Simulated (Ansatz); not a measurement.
**MgRh (Pm-3m): frozen displacement of one atom**

The task is a frozen displacement of one atom, for MgRh (Pm-3m).

Program: Ansatz 0.2.0 through its Python package. Level of theory: DFT r2SCAN, plane waves, PAW. These are calculated values, not measurements.

### Step 1. Starting point

Symmetry: Pm-3m, No. 221, cubic system. The conventional cell has a = 3.099 Å, b = 3.099 Å, c = 3.099 Å, α = 90.00°, β = 90.00°, γ = 90.00°. Mg (site symmetry m-3m) has 8 Rh at 2.68 Å as nearest neighbours. Rh (site symmetry m-3m) has 8 Mg at 2.68 Å as nearest neighbours.

The script holds or builds the structure itself.

### Step 2. The code

Input file push_mgrh.py:

```python
import warnings

import ansatz
import numpy as np

SETTINGS = {
    "smearing_width": 0.1,
    "ecut": 500,
    "kgrid": (7, 7, 7),
    "xc": "r2scan",
}


def main() -> None:
    warnings.simplefilter("ignore", ansatz.DeckWarning)

    vectors = np.array([
        [3.0992, 0.0, 0.0],
        [0.0, 3.0992, 0.0],
        [0.0, 0.0, 3.0992],
    ])
    crystal = (
        ansatz.Lattice.of(vectors)
        .atom("Mg", (0.0, 0.0, 0.0))
        .atom("Rh", (0.5, 0.5, 0.5))
    )

    inverse = np.linalg.inv(np.array(crystal.lattice.vectors))
    home = np.array(crystal.sites[1].position)
    values = np.linspace(-0.05, 0.05, 5)
    energies, pulls = [], []
    for shift in values:
        moved = crystal.move(1, to=home + shift * inverse[1])
        calc = (
            moved.calculation()
            .occupations(ansatz.OccupationsMethod.FERMI_DIRAC, width=SETTINGS["smearing_width"])
            .pseudopotentials("paw")
            .basis(SETTINGS["ecut"])
            .kpoints(*SETTINGS["kgrid"])
            .functional(SETTINGS["xc"])
            .forces()
        )
        data = calc.run().report
        energies.append(data["free_energy_ev"])
        pulls.append(data["forces_ev_ang"][1][1])

    print("shift (A)   dE (eV)   force along y (eV/A)")
    for shift, e, f in zip(values, energies, pulls):
        print(f"{shift:8.3f} {e - energies[2]:10.5f} {f:12.4f}")
    print(f"stiffness from energies {2 * np.polyfit(values, energies, 2)[0]:.3f}, from forces {-np.polyfit(values, pulls, 1)[0]:.3f} eV/A^2")


if __name__ == "__main__":
    main()
```

### Step 3. The calls as engine input

The engine receives this input (first run):

```yaml
crystal:
  lattice:
    - [3.0992, 0.0, 0.0]
    - [0.0, 3.0992, 0.0]
    - [0.0, 0.0, 3.0992]
  atoms:
    - { symbol: Mg, position: [0.0, 0.0, 0.0] }
    - { symbol: Rh, position: [0.5, 0.483866804336603, 0.5] }
basis:
  ecutwfc: 500.0
kpoints:
  mp_grid:
    grid: [7, 7, 7]
hamiltonian:
  xc: r2scan
  pseudopotentials:
    kind: paw
scf:
  occupations:
    method: fermi_dirac
    width: 0.1
output:
  forces: true
```

### Step 4. The run

Command:

```
python push_mgrh.py
```

**Question.** How stiff is this displacement, and do energies and forces agree?

The runs gave:

| quantity | value |
| --- | --- |
| runs compared | 5 |
| range of energy | 3.57 meV/atom |
| lowest point, shift of atom 2 from run 1 (Å) | 0.050 |

The curvature of the energy gives 5.719 eV/Å² and the slope of the force 5.718 eV/Å², a positive curvature. For a metal this k-point mesh is coarse: on a finer one energies can move by several to tens of meV an atom and pressures by half a GPa or more, differences at one mesh by less. In a metal a curvature from energy changes of a few meV or less hangs on mesh and smearing, in size and even in sign. All periodic images of the atom move with it, so the curvature is one diagonal element of the zone-centre force constants and no normal mode; a positive value doesn't exclude soft modes in which several atoms move.
